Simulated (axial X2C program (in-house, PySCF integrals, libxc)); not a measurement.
**A two-component session on TaP⁺: EOM-EA-CCSD levels**

Aim: EOM-EA-CCSD levels of TaP⁺, with spin–orbit coupling in the Hamiltonian from the start.

Method: two-component X2C with atomic mean-field terms, Ta dyall-acv3z, P dyall-av3z; program: an in-house X2C program for linear molecules on PySCF integrals.

All values are calculated.

### 1 Set-up

Input file task.json:

```json
{
 "zs": [
  73,
  15
 ],
 "q": 1,
 "bas": [
  "dyall-acv3z",
  "dyall-av3z"
 ],
 "r0": 2.28,
 "eom": "ea",
 "thr": -2.0,
 "nmax": 92,
 "grid": [
  1,
  0.96,
  1.045,
  0.92,
  1.09,
  1.15
 ]
}
```

Keys: zs atomic numbers; q charge; bas basis sets; r0 starting distance in Å; eom kind of EOM run; thr threshold in hartree for freezing inner shells (an s shell follows its p shell); nmax most natural virtual spinors; grid distances as factors.

Started as:

```sh
$ python soeom.py task.json out
```

Further steps of the session: EOM-EA-CCSD at 2.126 Å.

**Question.** What will these runs give? Wanted: next root led by one particle; T1 of the reference.

**Answer**, as computed:

| quantity | value |
| --- | --- |
| lowest root at 2.126 Å | Ω = 1/2, 13.892 eV |
| next root led by one particle | Ω = 3/2, about 2300 cm⁻¹ higher |
| T1 of the reference | 0.039 |

The added electron is bound by 13.89 eV in a spinor of 42% Ta sσ, 37% Ta dσ, 10% P pσ. Errors of 0.1 to 0.3 eV are usual at this size, and roots led by higher excitations are left out, so the list is incomplete, and low states of that kind can be missing. T1 or the largest double amplitude of the reference is raised, which lowers the reliability.
